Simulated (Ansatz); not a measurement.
**C5H12O2: a ladder of functionals and wavefunction methods**

An exercise on one series of results from a longer session: the logs are not shown, and one member is left open.

Computed with Ansatz 0.2.0, Gaussian basis. Level: functionals in def2-TZVPP, the program's frozen cores in correlated methods.

The runs, in order: LDA (SPW92), PBE-D4, revPBE-D4, BLYP-D4, r2SCAN-D4, B97M-V, PBE0-D4, B3LYP-D4, r2SCANh-D4, r2SCAN0-D4, HSE06-D4, BHLYP-D4, CAM-B3LYP-D4, LC-ωPBE, ωB97X-V, ωB97M-V, B2PLYP, PBE-QIDH; CCSD(T)/def2-SVP; CCSD(T)/def2-TZVPP; MP2/def2-QZVPP; extrapolation to the limit; RPA on PBE.

### The geometry

All runs share one geometry, relaxed beforehand with PBE0-D4 in a triple-zeta def2 set.

19 atoms, charge 0, spin multiplicity 1.

Atoms are counted from 1 here; the program's logs count them from 0.

Bond lengths: C1–C2 1.519 Å, C1–H8 1.093 Å, C1–H9 1.093 Å, C1–H10 1.092 Å, C2–C3 1.519 Å, C2–H11 1.097 Å, C2–H12 1.094 Å, C3–C4 1.515 Å, C3–H13 1.094 Å, C3–H14 1.095 Å, C4–O5 1.426 Å, C4–C6 1.520 Å, C4–H15 1.101 Å, O5–H16 0.961 Å, C6–O7 1.405 Å, C6–H17 1.103 Å, C6–H18 1.093 Å, O7–H19 0.964 Å. Angles: C2–C1–H8 111.0°, C2–C1–H9 111.1°, C2–C1–H10 111.5°, H8–C1–H9 107.5°, H8–C1–H10 107.7°, H9–C1–H10 107.8°, C1–C2–C3 112.2°, C1–C2–H11 109.5°, C1–C2–H12 109.2°, C3–C2–H11 109.6°, C3–C2–H12 109.8°, H11–C2–H12 106.3°, C2–C3–C4 114.2°, C2–C3–H13 109.8°, C2–C3–H14 109.8°, C4–C3–H13 108.6°, C4–C3–H14 107.5°, H13–C3–H14 106.7° and more.

Geometry (Å):

```mol
C5H12O2
  3D, bonds by distance, orders not assigned

 19 18  0  0  0  0  0  0  0  0999 V2000
    2.3772   -1.0529   -0.7498 C   0  0
    1.2217   -0.6635    0.1561 C   0  0
    0.3429    0.4104   -0.4627 C   0  0
   -0.7458    0.9266    0.4562 C   0  0
   -1.4151    1.9668   -0.2538 O   0  0
   -1.7665   -0.1249    0.8598 C   0  0
   -2.4294   -0.6662   -0.2544 O   0  0
    2.0121   -1.4322   -1.7081 H   0  0
    3.0208   -0.1941   -0.9593 H   0  0
    2.9960   -1.8313   -0.2980 H   0  0
    1.6129   -0.3104    1.1180 H   0  0
    0.6215   -1.5520    0.3753 H   0  0
   -0.1231    0.0270   -1.3757 H   0  0
    0.9563    1.2672   -0.7592 H   0  0
   -0.2837    1.3287    1.3705 H   0  0
   -1.9806    2.4406    0.3625 H   0  0
   -2.4840    0.3324    1.5610 H   0  0
   -1.2835   -0.9507    1.3874 H   0  0
   -2.6496    0.0787   -0.8257 H   0  0
  1  2  8  0
  2  3  8  0
  3  4  8  0
  4  5  8  0
  4  6  8  0
  6  7  8  0
  1  8  8  0
  1  9  8  0
  1 10  8  0
  2 11  8  0
  2 12  8  0
  3 13  8  0
  3 14  8  0
  4 15  8  0
  5 16  8  0
  6 17  8  0
  6 18  8  0
  7 19  8  0
M  END
```

The first run:

The input, in.yaml:

```yaml
crystal:
  periodic: [false, false, false]
  atoms:
    - {symbol: C, position_ang: [2.377186, -1.052892, -0.749833]}
    - {symbol: C, position_ang: [1.221710, -0.663499, 0.156082]}
    - {symbol: C, position_ang: [0.342934, 0.410403, -0.462743]}
    - {symbol: C, position_ang: [-0.745841, 0.926567, 0.456217]}
    - {symbol: O, position_ang: [-1.415114, 1.966830, -0.253784]}
    - {symbol: C, position_ang: [-1.766460, -0.124908, 0.859768]}
    - {symbol: O, position_ang: [-2.429361, -0.666198, -0.254440]}
    - {symbol: H, position_ang: [2.012117, -1.432201, -1.708100]}
    - {symbol: H, position_ang: [3.020819, -0.194087, -0.959345]}
    - {symbol: H, position_ang: [2.995951, -1.831319, -0.297990]}
    - {symbol: H, position_ang: [1.612882, -0.310433, 1.118012]}
    - {symbol: H, position_ang: [0.621471, -1.552049, 0.375334]}
    - {symbol: H, position_ang: [-0.123148, 0.026984, -1.375667]}
    - {symbol: H, position_ang: [0.956314, 1.267241, -0.759186]}
    - {symbol: H, position_ang: [-0.283717, 1.328700, 1.370455]}
    - {symbol: H, position_ang: [-1.980579, 2.440557, 0.362515]}
    - {symbol: H, position_ang: [-2.484036, 0.332358, 1.560967]}
    - {symbol: H, position_ang: [-1.283518, -0.950721, 1.387440]}
    - {symbol: H, position_ang: [-2.649615, 0.078677, -0.825710]}
basis:
  gaussian: {orbitals: def2-TZVPP}
hamiltonian: {xc: lda}
output: {orbitals: {seedname: orbitals}}
```

On the command line:

```
ansatz run in.yaml --threads 2 --pin off --events-out ev --progress --plain --max-ram 32768MiB --backend cuda --devices 0, --max-vram 18GiB
```

Among the steps run: LDA; PBE-D4 (GGA); revPBE-D4 (GGA); BLYP-D4 (GGA); r2SCAN-D4 (meta-GGA); B97M-V (meta-GGA); B3LYP-D4 (hybrid); r2SCANh-D4 (hybrid); r2SCAN0-D4 (hybrid); HSE06-D4 (hybrid); BHLYP-D4 (hybrid); CAM-B3LYP-D4 (range-separated); LC-ωPBE (range-separated); ωB97X-V (range-separated); ωB97M-V (range-separated); B2PLYP (double hybrid); PBE-QIDH (double hybrid).

One table of the session follows, with a row left open; its other results are not shown here.

It belongs to the step «Orbital energies across the functionals». 

| functional | HOMO (eV) | LUMO (eV) | gap (eV) |
| --- | --- | --- | --- |
| LDA (SPW92) | ? | ? | ? |
| PBE-D4 | -6.03 | -0.10 | 5.93 |
| revPBE-D4 | -5.96 | -0.01 | 5.95 |
| BLYP-D4 | -5.96 | -0.14 | 5.83 |
| r2SCAN-D4 | -6.36 | 0.61 | 6.97 |
| B97M-V | -6.53 | 0.14 | 6.67 |
| PBE0-D4 | -7.65 | 0.77 | 8.43 |
| B3LYP-D4 | -7.43 | 0.40 | 7.83 |
| r2SCANh-D4 | -6.97 | 0.87 | 7.84 |
| r2SCAN0-D4 | -7.89 | 1.24 | 9.13 |
| HSE06-D4 | -7.24 | 0.41 | 7.65 |
| BHLYP-D4 | -9.24 | 1.39 | 10.63 |
| CAM-B3LYP-D4 | -9.16 | 1.52 | 10.68 |
| LC-ωPBE | -10.47 | 2.86 | 13.34 |
| ωB97X-V | -10.16 | 2.66 | 12.82 |
| ωB97M-V | -10.09 | 2.21 | 12.30 |

**Question.** Estimate the row for LDA (SPW92).

As computed: HOMO (eV): -6.19; LUMO (eV): -0.27; gap (eV): 5.92. In the column «HOMO (eV)» it lies between r2SCAN-D4 (-6.36) and PBE-D4 (-6.03).
